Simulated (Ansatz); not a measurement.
AlClH₇NSi₂, SMILES [SiH3][NH][AlH][SiH2]Cl, vertical energies of changing the electron count

Program: Ansatz 0.2.0, Python API.

At the Python prompt:
```pycon
>>> import ansatz as az
>>> def energy(molecule, charge=0, unpaired=0):
...     calc = (
...         molecule.calculation()
...         .basis(gaussian="def2-SVPD")
...         .functional("r2scan")
...     )
...     if charge:
...         calc = calc.charge(charge)
...     if unpaired:
...         calc = calc.spin("collinear", total=unpaired)
...     return calc.run(threads=1, pin="off").report["free_energy_ev"]
...
>>> GEOMETRY = """
... Si   -1.87030    0.28340   -0.48520
... N    -0.82940   -1.00330   -0.99300
... Al    0.52750   -1.12320    0.30600
... Si    2.22380    0.61780    0.54330
... Cl    1.79660    2.08750   -0.90070
... H    -1.19100    1.62130   -0.48720
... H    -2.43580    0.05940    0.84690
... H    -2.99270    0.43900   -1.46020
... H    -1.37610   -1.86610   -0.88510
... H     0.66310   -2.41850    1.27150
... H     3.48690    0.05450    0.36510
... H     2.07450    1.19300    1.91250
... """
>>> system = az.Crystal.molecule()
>>> for line in GEOMETRY.strip().splitlines():
...     symbol, *xyz = line.split()
...     system = system.atom(symbol, [float(v) for v in xyz])
...
>>> # total-energy differences at one geometry
>>> parent = energy(system, 0, 0)
>>> cation = energy(system, 1, 1)
>>> print(f"E(N)   = {parent:.5f} eV")
E(N)   = -36465.09762 eV
>>> print(f"E(N-1) = {cation:.5f} eV  (1 unpaired)")
E(N-1) = -36456.02250 eV  (1 unpaired)
>>> print(f"vertical ionisation energy {cation - parent:.3f} eV")
vertical ionisation energy 9.075 eV
>>> anion = energy(system, -1, 1)
>>> print(f"E(N+1) = {anion:.5f} eV  (1 unpaired)")
E(N+1) = -36465.69225 eV  (1 unpaired)
>>> print(f"vertical electron affinity {parent - anion:.3f} eV" + ("" if anion < parent else " (unbound in this basis)"))
vertical electron affinity 0.595 eV
>>> print(f"fundamental gap IP - EA = {cation + anion - 2 * parent:.3f} eV")
fundamental gap IP - EA = 8.480 eV
```

At this unrelaxed geometry removing an electron costs 9.08 eV and adding one releases 0.59 eV.

Reading the output:
- Total energies depend on the basis set; only differences at equal settings carry meaning.
- The geometry is a force-field or estimated start, not a minimum of this method, and the basis set is short of its limit. All parts are taken at fixed geometry, without zero-point energy. At an unrelaxed start these energies can be a whole eV from those at the minimum, and a small affinity can change sign.
- The whole script took 2.8 min on 1 thread of Arm Neoverse V2 (shared host), peak memory 0.72 GiB.
